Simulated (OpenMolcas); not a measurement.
# Ti³⁺ among point charges: CASSCF and CASPT2 levels and susceptibility

How does a field of 4 point charges split the states of Ti³⁺, and what χT follows?

Program: OpenMolcas 26.06. Level of theory: state-averaged CASSCF and CASPT2, spin-orbit coupling by RASSI with atomic mean-field integrals. These are calculated values, not measurements, unless marked.

## 1. The atom as given

- Species: Ti³⁺ (titanium, Z = 22, 19 electrons)
- Basis: ANO-RCC-VDZP [5s4p2d1f], 34 functions
- Scalar Hamiltonian: DKH2, point nucleus
- Inactive shells: 1s 2s 2p 3s 3p
- Active space: 1 electron in 5 orbitals (3d)
- Some configurations of this space: 3d
- Orbitals: optimised for each spin and parity, averaged over all roots

The outer shells:

3d
```
3d [↑ ][  ][  ][  ][  ]
```

The ion sits among 4 point charges of -1 e arranged as a tetrahedron (Td), 1.68 Å from the ion.

The work runs as a chain of OpenMolcas steps in one folder; each step below is one input file. Labels, J, g values, rates, χT and fits are worked out afterwards by a script from the matrices that RASSI stores.

## 2. GATEWAY and SEWARD: basis and integrals

The input, a.inp:

```
&GATEWAY
Coord
1

Ti 0.0 0.0 0.0
Basis=ANO-RCC-VDZP
Group=NoSym
NoMove
AngMom=0.0 0.0 0.0
AMFI
XField
4 Angstrom 0
0.969948 0.969948 0.969948 -1.000000
0.969948 -0.969948 -0.969948 -1.000000
-0.969948 0.969948 -0.969948 -1.000000
-0.969948 -0.969948 0.969948 -1.000000
&SEWARD
```

Command:

```console
> OMP_NUM_THREADS=1 MOLCAS_MEM=1689 MOLCAS_PROJECT=a pymolcas a.inp > a.log
```

Log:

```text
Basis set label: TI.ANO-RCC...5S4P2D1F.

      Electronic valence basis set:
      ------------------
      Associated Effective Charge  22.000000 au
      Associated Actual Charge     22.000000 au
      Nuclear Model: Point charge

      Shell  nPrim  nBasis  Cartesian Spherical Contaminant
         s      21       5        X
         p      15       4        X
         d      10       2                 X
         f       6       1                 X
                  Relativistic Douglas-Kroll-Hess integrals:
                    - DKH order of Hamiltonian: 2
                    - DKH order of Properties : 0
                  Atomic mean-field integrals
```

## 3. CASSCF: doublets, 5 roots

The input, a.inp:

```
&RASSCF
FileOrb=start.orb
Symmetry=1
Spin=2
nActEl=1 0 0
Inactive=9
Ras2=5
CIRoot=5 5 1
SDav=5
CIMx=300
Iter=120 100
PrWF=0.3
OrbListing=Nothing
MaxOrb=0
>>> COPY $Project.JobIph JOB001
```

Command:

```console
> OMP_NUM_THREADS=1 MOLCAS_MEM=1689 MOLCAS_PROJECT=a pymolcas a.inp > a.log
```

start.orb holds the contracted functions of the basis, ordered by shell, or the orbitals of the step before.

Log, cut to the lines that bear on the results:

```text
[...]
      Number of active orbitals                  5
[...]
      Spin quantum number                      0.5
[...]
      Active orbitals                            5
[...]
      Number of CSFs                             5
      Number of root(s) required                 5
[...]
      Convergence after  9 iterations
[...]
      Natural orbitals and occupation numbers for root  1
      sym 1:  -0.000000   0.000000   0.000000   0.000000   1.000000
      Natural orbitals and occupation numbers for root  2
      sym 1:   0.000000  -0.000000   1.000000   0.000000   0.000000
      Natural orbitals and occupation numbers for root  3
      sym 1:  -0.000000   1.000000   0.000000   0.000000  -0.000000
::    RASSCF root number  1 Total energy:   -854.87468235
::    RASSCF root number  2 Total energy:   -854.87468235
::    RASSCF root number  3 Total energy:   -854.86021958
::    RASSCF root number  4 Total energy:   -854.86021958
::    RASSCF root number  5 Total energy:   -854.86021958
```

## 4. RASSI: spin-orbit coupling between the states

The input, a.inp:

```
&RASSI
NrOfJobIphs=1 5
1 2 3 4 5
IphNames
JOB001
EJob
SpinOrbit
DIPRint=1.0
SOCoupling=1000.0
Subsets=2
Property=9
'ANGMOM' 1 'ANGMOM' 2 'ANGMOM' 3 'MLTPL  1' 1 'MLTPL  1' 2 'MLTPL  1' 3
'AMFI' 1 'AMFI' 2 'AMFI' 3
SOProperty=3
'ANGMOM' 1 'ANGMOM' 2 'ANGMOM' 3
```

Log, cut to the lines that bear on the results:

```text
SPIN-FREE ENERGIES:
  (Shifted by EMIN (a.u.) =       -854.8746823526)
 SF State       Relative EMIN(au)   Rel lowest level(eV)    D:o, cm**(-1)      L_eff
     1             0.0000000000        0.0000000000              0.0000         2.0
     2             0.0000000000        0.0000000000              0.0000         2.0
     3             0.0144627738        0.3935521249           3174.2120         2.0
     4             0.0144627738        0.3935521249           3174.2120         2.0
     5             0.0144627738        0.3935521249           3174.2120         2.0
     Dipole printing threshold changed to   1.00000000E+00
[...]
Eigenvalues of complex Hamiltonian:
   -----------------------------------
  (Shifted by EMIN (a.u.) =       -854.8746823526)
 SO State       Relative EMIN(au)   Rel lowest level(eV)    D:o, cm**(-1)     J-value
     1            -0.0000480373        0.0000000000              0.0000         2.0
     2            -0.0000480373        0.0000000000              0.0000         1.7
     3            -0.0000480373        0.0000000000              0.0000         1.2
     4            -0.0000480373        0.0000000000              0.0000         1.5
     5             0.0141834368        0.3872581375           3123.4475         1.1
     6             0.0141834368        0.3872581375           3123.4475         1.1
     7             0.0141834368        0.3872581375           3123.4475         1.9
     8             0.0141834368        0.3872581375           3123.4475         1.9
     9             0.0151175226        0.4126759066           3328.4557         2.0
    10             0.0151175226        0.4126759066           3328.4557         2.0
Weights of the five most important spin-orbit-free states for each spin-orbit state.
[...]
```

These steps took 1.4 s in all on 1 thread, shared host.

States without spin-orbit coupling:

| state | degeneracy | E (cm-1) | free-ion L (%) |
| --- | --- | --- | --- |
| 2E | 2 | 0 | D (100) |
| 2T2 | 3 | 3174 | D (100) |

With spin-orbit coupling:

```
E (cm-1)  Degeneracy  Label  2S+1               g
     0.0           4     Γ8     2                
    3123           4     Γ8     2                
    3328           2     Γ7     2  1.99 1.99 1.99
```

Principal g values are given for doublets only; a zero marks a field direction without first-order Zeeman splitting.

Powder χT (cm³ K/mol): 0.31 at 2 K, 0.31 at 5 K, 0.31 at 10 K, 0.32 at 20 K, 0.33 at 50 K, 0.34 at 100 K, 0.36 at 150 K, 0.37 at 200 K, 0.39 at 250 K, 0.41 at 300 K.

A ligand-field fit to the states below 45000 cm-1 gives 10Dq = -3174 cm-1, the gap between the two states.

Orbitals of the lowest block (energies include the constant potential of the surroundings):

| shell | space | energy (hartree) | mean occupation | ⟨r²⟩ (bohr²) |
| --- | --- | --- | --- | --- |
| 1s | inactive | -184.3811 | 2.000 | 0.00647 |
| 2s | inactive | -21.6615 | 2.000 | 0.123 |
| 2p | inactive | -17.8293 | 6.000 | 0.102 |
| 3s | inactive | -2.8504 | 2.000 | 1.14 |
| 3p | inactive | -1.7280 | 6.000 | 1.32 |
| 3d | RAS2 |  | 1.000 | 2.06 |

## 5. CASPT2: IPEA 0.25, imaginary shift 0.1 (closed shells correlated: 3s 3p)

The input, a.inp:

```
>>> COPY JOB001 $Project.JobIph
&CASPT2
Multistate=5 1 2 3 4 5
NoMult
Frozen=5
IPEA=0.25
Imaginary=0.1
MaxIter=60
WThr=0.0 0.3 0.05
PrWF=0.5
NoMix
```

Log:

```text
Orbital specifications:
      -----------------------

      Symmetry species                           1
                                                 a
      Frozen orbitals                            5
      Inactive orbitals                          4
      Active orbitals                            5
      Secondary orbitals                        20
      Deleted orbitals                           0
      Number of basis functions                 34
Type of calculation                        SS-CASPT2
      Fock operator                              state-specific
      IPEA shift                                 0.25
      Real shift                                 0.00
      Imaginary shift                            0.10
      The input orbitals will be transformed to quasi-canonical
Reference energy:        -854.8746823526
      E2 (Non-variational):      -0.2088417947
      Shift correction:          -0.0000864492
      E2 (Variational):          -0.2089282440
      Total energy:            -855.0836105966
      Residual norm:              0.0000009581
      Reference weight:           0.96071
      Contributions to the CASPT2 correlation energy
      Active & Virtual Only:          0.0000000000
      One Inactive Excited:          -0.0399619897
      Two Inactive Excited:          -0.1688798051
Reference energy:        -854.8746823526
      E2 (Non-variational):      -0.2088829700
      Shift correction:          -0.0000865501
      E2 (Variational):          -0.2089695202
      Total energy:            -855.0836518728
      Residual norm:              0.0000009714
      Reference weight:           0.96069
      Contributions to the CASPT2 correlation energy
      Active & Virtual Only:          0.0000000000
      One Inactive Excited:          -0.0400045976
      Two Inactive Excited:          -0.1688783725
::    CASPT2 Root  1     Total energy:   -855.08361060
::    CASPT2 Root  2     Total energy:   -855.08365187
::    CASPT2 Root  3     Total energy:   -855.06949196
::    CASPT2 Root  4     Total energy:   -855.06899434
::    CASPT2 Root  5     Total energy:   -855.06949194
```

Time for this run: 0.46 s (1 thread, shared host).

SS-CASPT2: lowest energy less the reference's lowest, -0.2089 hartree; reference weights 0.961.

States without spin-orbit coupling:

| state | degeneracy | E (cm-1) | free-ion L (%) |
| --- | --- | --- | --- |
| 2E | 2 | 0 | D (100) |
| 2T2 | 3 | 3140 | D (100) |

With spin-orbit coupling:

| E (cm-1) | Degeneracy | Label | 2S+1 | g |
| --- | --- | --- | --- | --- |
| 0 | 4 | Γ8 | 2 |  |
| 3090 | 4 | Γ8 | 2 |  |
| 3290 | 2 | Γ7 | 2 | 1.99 1.99 1.99 |

Powder χT (cm³ K/mol): 0.31 at 2 K, 0.31 at 5 K, 0.31 at 10 K, 0.32 at 20 K, 0.33 at 50 K, 0.34 at 100 K, 0.36 at 150 K, 0.37 at 200 K, 0.39 at 250 K, 0.41 at 300 K.

A ligand-field fit to the states below 45000 cm-1 gives 10Dq = -3140 cm-1, the gap between the two states.

## 6. The methods side by side

A. CASSCF
B. SS-CASPT2, IPEA 0.25, imaginary shift 0.1 (closed shells correlated: 3s 3p)

| method | ground state | first state of that spin (cm-1) | first gap with spin-orbit (cm-1) | χT at 300 K |
| --- | --- | --- | --- | --- |
| A | 2E | 2T2 3174 | 3123.4 | 0.41 |
| B | 2E | 2T2 3140 | 3089.1 | 0.41 |

## 7. Summary of results

| quantity | value |
| --- | --- |
| method | SS-CASPT2, IPEA 0.25, imaginary shift 0.1 (closed shells correlated: 3s 3p) |
| spin-free ground state | 2E, 2-fold in its orbital part |
| first state of the same spin within the active space | 2T2 at 3140 cm⁻¹ |
| lowest level | 4-fold Γ8 |
| next level | 3089.1 cm⁻¹ |
| χT at 300 K | 0.41 cm³ K/mol |
| effective moment at 300 K | 1.80 μB |

Cost by method:

| method | time of its own steps | time with the reference |
| --- | --- | --- |
| A. CASSCF | 1.4 s | 1.4 s |
| B. SS-CASPT2, IPEA 0.25, imaginary shift 0.1, +3s 3p | 0.46 s | 1.9 s |

Times are of one thread on a shared host.

In words: The spin-free ground state (2E) comes to 100 % from free-ion D terms and keeps the highest spin of the shell. χT at 300 K is 0.41, against 0.38 cm³ K/mol for the spin alone, so orbital moment adds to it. A ligand-field fit to the states below 45000 cm-1 gives 10Dq = -3140 cm-1, the gap between the two states. CASPT2 does not keep the components of a term degenerate, and the means are used. An orbital doublet at a regular site is open to a Jahn-Teller distortion, which this geometry leaves out. The field of point charges can differ much from that of real complexes. This is an electrostatic model: the charges have no orbitals.
